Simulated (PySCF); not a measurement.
# HfHOH: triplet, from a bent start

Aim: relax HfHOH as a triplet from a bent start, check by its vibrations whether the end is a minimum, and collect its spectrum and constants.

Computed with PySCF 2.14.0. Level: PBE0, basis Hf def2-TZVP with ECP60, H def2-TZVP, O def2-TZVP, scalar-relativistic core potentials, no spin–orbit coupling, density fitting.

**1. The system as given**

4 atoms, charge 0, spin multiplicity 3.

Bond lengths: Hf1–H2 1.840 Å, Hf1–O3 2.150 Å, O3–H4 0.960 Å. Angles: H2–Hf1–O3 110.0°, Hf1–O3–H4 130.0°.

```xyz
4
charge 0 multiplicity 3
Hf    0.0000    0.0000    0.0000
H     1.5072    0.0000    1.0554
O    -1.7612    0.0000    1.2332
H    -2.2667    0.7354    1.5871
```

**2. First SCF at the start**

The steps below are one call of a driver around PySCF. For each, scf.py gives the equivalent set-up of the SCF; relaxations use the driver's own optimiser. After this first run the driver tries any further starts and a stability analysis.

Input file scf.py:

```python
from pyscf import gto, scf, dft
mol = gto.M(atom='''
Hf     0.000000     0.000000     0.000000
H      1.507200     0.000000     1.055400
O     -1.761200     0.000000     1.233200
H     -2.266700     0.735400     1.587100''',
    basis={'Hf': 'def2-TZVP', 'H': 'def2-TZVP', 'O': 'def2-TZVP'},
    ecp={'Hf': 'def2-TZVP'},
    charge=0, spin=2)
mf = dft.UKS(mol, xc='PBE0')
mf.grids.atom_grid = (50, 194)
aux = {'Hf': 'def2-universal-JKFIT', 'H': 'def2-universal-JKFIT', 'O': 'def2-universal-JKFIT'}
mf = mf.density_fit(auxbasis=aux)
mf.conv_tol = 1e-08
mf.diis_space = 10
mf.max_cycle = 60
mf.init_guess = 'minao'
mf.verbose = 4
mf.kernel()
```

On the command line:

```sh
> OMP_NUM_THREADS=2 python axn.py task.json out
```

The program printed:

```text
init E= -106.236085741514
[... the frontier-level lines of each cycle are left out ...]
cycle= 1 E= -124.139843210186  delta_E= -17.9  |g|= 0.62  |ddm|= 3.62
cycle= 2 E= -123.519949325689  delta_E= 0.62  |g|= 1.35  |ddm|= 1.25
cycle= 3 E= -124.27852923222  delta_E= -0.759  |g|= 0.202  |ddm|= 0.784
cycle= 4 E= -124.302396175772  delta_E= -0.0239  |g|= 0.0515  |ddm|= 0.316
cycle= 5 E= -124.304995180751  delta_E= -0.0026  |g|= 0.0155  |ddm|= 0.0983
cycle= 6 E= -124.305790001841  delta_E= -0.000795  |g|= 0.00918  |ddm|= 0.0422
cycle= 7 E= -124.306742651679  delta_E= -0.000953  |g|= 0.00698  |ddm|= 0.0642
cycle= 8 E= -124.307576239278  delta_E= -0.000834  |g|= 0.00436  |ddm|= 0.0797
cycle= 9 E= -124.30792543715  delta_E= -0.000349  |g|= 0.00255  |ddm|= 0.0569
cycle= 10 E= -124.308054509609  delta_E= -0.000129  |g|= 0.00125  |ddm|= 0.0429
cycle= 11 E= -124.30807511618  delta_E= -2.06e-05  |g|= 0.000664  |ddm|= 0.0183
cycle= 12 E= -124.308079401285  delta_E= -4.29e-06  |g|= 0.000345  |ddm|= 0.00653
cycle= 13 E= -124.308081067418  delta_E= -1.67e-06  |g|= 0.000258  |ddm|= 0.00387
cycle= 14 E= -124.308082215498  delta_E= -1.15e-06  |g|= 0.000231  |ddm|= 0.0025
cycle= 15 E= -124.308083977681  delta_E= -1.76e-06  |g|= 0.000193  |ddm|= 0.00404
cycle= 16 E= -124.308086651881  delta_E= -2.67e-06  |g|= 0.000152  |ddm|= 0.00788
cycle= 17 E= -124.308088776079  delta_E= -2.12e-06  |g|= 7.18e-05  |ddm|= 0.0117
cycle= 18 E= -124.308088997842  delta_E= -2.22e-07  |g|= 3.43e-05  |ddm|= 0.00385
cycle= 19 E= -124.308089014821  delta_E= -1.7e-08  |g|= 1.61e-05  |ddm|= 0.00095
cycle= 20 E= -124.308089018259  delta_E= -3.44e-09  |g|= 8.13e-06  |ddm|= 0.000296
Extra cycle  E= -124.308089018787  delta_E= -5.28e-10  |g|= 5.91e-06  |ddm|= 4.52e-05
converged SCF energy = -124.308089018787  <S^2> = 2.0034637  2S+1 = 3.0023083
```

This step, with its further starts and checks, took 12 s on 2 threads of Arm Neoverse V1, shared host.

The starts that the driver tried:

```tsv
start	energy (Eh)
the minimal-basis guess	-124.308089
a thermally smeared density	-124.308089
a smeared PBE density	-124.308089
```

The test of internal stability and the other starts found no lower solution of this spin.

**3. Bent start, triplet: relaxation**

The program finds C1 symmetry in the start. The walk stops when the largest gradient is under 0.0003 Eh/bohr and the energy has settled too.

Edit scf.py of step 2 so:

```diff
@@ -3,4 +3,4 @@
-Hf     0.000000     0.000000     0.000000
-H      1.507200     0.000000     1.055400
-O     -1.761200     0.000000     1.233200
-H     -2.266700     0.735400     1.587100''',
+Hf     0.146171    -0.003744    -0.113096
+H      1.653371    -0.003744     0.942304
+O     -1.615029    -0.003744     1.120104
+H     -2.120529     0.731656     1.474004''',
@@ -17 +16,0 @@
-mf.init_guess = 'minao'
```

Steps of the walk:

```tsv
step	energy (Eh)	change (kJ/mol)	largest gradient (Eh/bohr)
0	-124.308089	0.00	0.05683
1	-124.322115	-36.83	0.03488
2	-124.323486	-40.42	0.03830
3	-124.326686	-48.83	0.00703
4	-124.327027	-49.72	0.00708
5	-124.327561	-51.12	0.01280
6	-124.328093	-52.52	0.01700
7	-124.328546	-53.71	0.01620
8	-124.329179	-55.37	0.00946
9	-124.329379	-55.90	0.00516
10	-124.329519	-56.26	0.00272
11	-124.329600	-56.48	0.00357
12	-124.329633	-56.56	0.00191
13	-124.329647	-56.60	0.00096
14	-124.329656	-56.62	0.00047
15	-124.329658	-56.63	0.00022
```

The walk took 38 s.

It settles in Cs symmetry, 56.6 kJ/mol below the start, after 15 steps: Hf–H 1.886 Å, Hf–O 1.910 Å, O–H 0.954 Å; H–Hf–O 126.4°, H–O–Hf 151.9°.

**4. Is it a minimum? Harmonic modes**

The point is checked on the finer grid, and tightened if its gradient asks for it. The Hessian and the dipole derivatives come from central differences of analytic gradients, with steps of 0.02 bohr.

Edit scf.py of step 3 so:

```diff
@@ -3,4 +3,4 @@
-Hf     0.146171    -0.003744    -0.113096
-H      1.653371    -0.003744     0.942304
-O     -1.615029    -0.003744     1.120104
-H     -2.120529     0.731656     1.474004''',
+Hf     0.138351    -0.039847    -0.078616
+H      1.829503     0.167643     0.730577
+O     -1.547702     0.380639     0.713501
+H     -2.078697     0.699954     1.439278''',
@@ -11 +11 @@
-mf.grids.atom_grid = (50, 194)
+mf.grids.atom_grid = (75, 302)
@@ -14 +14 @@
-mf.conv_tol = 1e-08
+mf.conv_tol = 1e-10
```

The driver hands on the density of the step before, so the log starts near convergence.

Log of the central SCF (cycles and frontier levels):

```text
init E= -124.329740994004
[... the frontier-level lines of each cycle are left out ...]
cycle= 1 E= -124.329740994009  delta_E= -4.55e-12  |g|= 9.05e-07  |ddm|= 3.31e-06
Extra cycle  E= -124.32974099401  delta_E= -1.14e-12  |g|= 1.08e-06  |ddm|= 2.56e-06
converged SCF energy = -124.32974099401  <S^2> = 2.0033102  2S+1 = 3.002206
```

The whole step took 70 s.

Geometry: Cs; Hf–H 1.886 Å, Hf–O 1.910 Å, O–H 0.954 Å; H–Hf–O 126.1°, H–O–Hf 151.7°.

Harmonic modes (main isotopes):

```
symmetry  ω (cm⁻¹)  IR (km/mol)
      a'       312         73.4
      a'       347          125
     a''       350          118
      a'       689          102
      a'      1615          309
      a'      3979          204
```

No imaginary mode, so this is a minimum.

Constants and moments:

| Property | Result |
| --- | --- |
| Dipole moment | 1.12 D |
| Highest occupied level | -4.34 eV |
| Lowest empty level | -1.76 eV |
| Rotational constants | 6.7, 0.272, 0.2614 cm⁻¹ |
| Zero-point energy | 43.6 kJ/mol |
| Principal polarisabilities | 56.0, 78.1, 84.7 bohr³ |
| Atomisation energy without zero-point energy | 1225 kJ/mol |
| Principal traceless quadrupole moments about the centre of mass | -9.05, -0.51, 9.56 D Å |
| Entropy at 298.15 K and 1 bar (electronic part: spin only) | 287.6 J/(mol K) |
| Heat capacity Cp at 298.15 K | 57.1 J/(mol K) |
| Enthalpy at 298.15 K above 0 K | 13.20 kJ/mol |
| Rotational symmetry number | 1 |
| Spin squared ⟨S²⟩ | 2.003 |

Populations by atom (charges in e):

| atom | Mulliken | Löwdin | polar tensor | spin (Mulliken) | Mayer order to Hf1 |
| --- | --- | --- | --- | --- | --- |
| Hf1 | 0.55 | 0.34 | 0.79 | 2.03 | – |
| H2 | -0.21 | -0.20 | -0.32 | 0.01 | 0.95 |
| O3 | -0.67 | -0.30 | -0.81 | -0.04 | 1.10 |
| H4 | 0.33 | 0.16 | 0.34 | 0.00 | 0.04 |

Outer orbital energies (eV). α occupied: -36.04, -26.97, -14.09, -9.79, -9.68, -7.91, -5.04, -4.34; empty: -1.44, -1.03, -0.83, 0.27. β occupied: -36.01, -35.02, -34.99, -27.00, -14.07, -9.77, -9.70, -7.60; empty: -1.76, -0.52, -0.31, -0.18.

Mulliken populations on Hf1 (outside its core potential): s 2.97, p 6.32, d 2.11, f 0.05.

**5. Results**

```
                                          quantity                                                                  value
                                           minimum                                                            triplet, Cs
                                          geometry  Hf–H 1.886 Å, Hf–O 1.910 Å, O–H 0.954 Å; H–Hf–O 126.1°, H–O–Hf 151.7°
                                wavenumbers (cm⁻¹)          312 (a'), 347 (a'), 350 (a''), 689 (a'), 1615 (a'), 3979 (a')
                                     dipole moment                                                                 1.12 D
highest occupied, lowest empty level (either spin)                                                        -4.34, -1.76 eV
                        polar-tensor charge of Hf1                                                                +0.79 e
                                 zero-point energy                                                            43.6 kJ/mol
                               entropy at 298.15 K                                                        287.6 J/(mol K)
         atomisation energy (no zero-point energy)                                                            1225 kJ/mol
                                              ⟨S²⟩                                                                  2.003
```

From C1 at the start the molecule goes to a Cs minimum. The strongest infrared band lies at 1615 cm⁻¹ (a'). Most of the spin sits on Hf1 (Mulliken spin 2.03, against 2 for the whole molecule). Only this shape and spin were tried, so other structures or states may lie lower. One determinant may miss the lowest occupation of an open d or f shell. Spin–orbit coupling, left out here, can matter for elements this heavy.

The search up to here took 2 min.
